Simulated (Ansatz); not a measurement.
ScPt, space group Pm-3m: an equation of state with a fit, run with Ansatz 0.2.0, Python API.

`scpt_eos.py`:
```python
"""Equation of state of ScPt."""

import ansatz as az
import numpy as np

vectors0 = np.array([
    [3.27, 0.0, 0.0],
    [0.0, 3.27, 0.0],
    [0.0, 0.0, 3.27],
])
sites = [
    ("Sc", (0.5, 0.5, 0.5)),
    ("Pt", (0.0, 0.0, 0.0)),
]


def make_crystal(cell):
    crystal = az.Crystal(lattice=az.Lattice.of(cell))
    for symbol, position in sites:
        crystal = crystal.atom(symbol, position)
    return crystal

# uniform scaling of the cell
volumes, energies, pressures = [], [], []
for scale in np.linspace(0.88, 1.12, 7):
    cell = vectors0 * scale ** (1 / 3)
    setup = (
        make_crystal(cell).calculation()
        .functional("r2SCAN", dispersion="d3bj")
        .basis(630)
        .occupations("cold", width=0.1)  # the run then minimises F = E - TS
        .mixing("broyden", preconditioner="none")
        .kpoints(9, 9, 9)  # the mesh must be finer for metals
        .stress()  # positive in compression
    )
    report = setup.run().report
    volumes.append(abs(np.linalg.det(cell)) / len(sites))
    energies.append(report["free_energy_ev"] / len(sites))
    pressures.append(np.trace(report["stress_gpa"]) / 3)
    print(f"V = {volumes[-1]:8.4f} A^3/atom  F = {energies[-1]:.5f} eV/atom  P = {pressures[-1]:8.3f} GPa")

# third-order Birch-Murnaghan: a cubic in V^(-2/3)
x = np.array(volumes) ** (-2 / 3)
poly = np.polynomial.Polynomial.fit(x, energies, 3).convert()
roots = poly.deriv().roots()
x0 = min((r.real for r in roots if abs(r.imag) < 1e-9 and poly.deriv(2)(r.real) > 0), key=lambda r: abs(r - x.mean()))
v0 = x0 ** -1.5
b0 = 4 / 9 * poly.deriv(2)(x0) * v0 ** (-7 / 3) * 160.21766
b1 = 4 + 2 / 3 * x0 * poly.deriv(3)(x0) / poly.deriv(2)(x0)
print(f"V0 = {v0:.4f} A^3/atom, B0 = {b0:.1f} GPa, dB/dP = {b1:.2f}")
```

Where does the minimum lie against the volume typed, and how stiff is the crystal?

A third-order Birch-Murnaghan fit through the 7 points has its minimum at 17.41 Å³ an atom, 0.4 % below the typed cell, with a bulk modulus of 157 GPa. From that minimum the energy rises by 145.3 meV an atom on the compressed side and 106.6 meV on the expanded side.

What the script printed:

```console
$ python scpt_eos.py
DeckWarning: the engine holds no damping parameters fitted to this dispersion correction and functional, so the run takes those fitted to r2scan beside the three-body term, which d3bj leaves out (hamiltonian.dispersion, under Limitations)
V =  15.3849 A^3/atom  F = -7340.14590 eV/atom  P =   25.543 GPa
V =  16.0843 A^3/atom  F = -7340.23354 eV/atom  P =   14.949 GPa
V =  16.7836 A^3/atom  F = -7340.27925 eV/atom  P =    6.310 GPa
V =  17.4829 A^3/atom  F = -7340.29112 eV/atom  P =   -0.616 GPa
V =  18.1822 A^3/atom  F = -7340.27587 eV/atom  P =   -6.163 GPa
V =  18.8815 A^3/atom  F = -7340.23892 eV/atom  P =  -10.601 GPa
V =  19.5808 A^3/atom  F = -7340.18462 eV/atom  P =  -14.147 GPa
V0 = 17.4149 A^3/atom, B0 = 157.0 GPa, dB/dP = 4.47
```
(Warnings from the package without file and line.)

These settings explore the input space; cutoff and mesh may be short of convergence. The dispersion term runs with damping parameters of another functional. Dispersion corrections can be off by several per cent in the lattices of metals, and by several GPa in the pressure at a fixed cell. The mesh is modest for a metal, so energies can be off by several to tens of meV an atom and pressures by half a GPa or more; differences at equal mesh fare better. Pressure is positive in compression. Spin-orbit coupling, which matters for elements this heavy, is left out. The structure is a deposited one; some such entries were measured under pressure or heat, so a shift against it needn't be the functional's error alone. Timing: 27 s on 1 thread of Arm Neoverse V2, with other jobs on the host, peak memory 0.54 GiB.
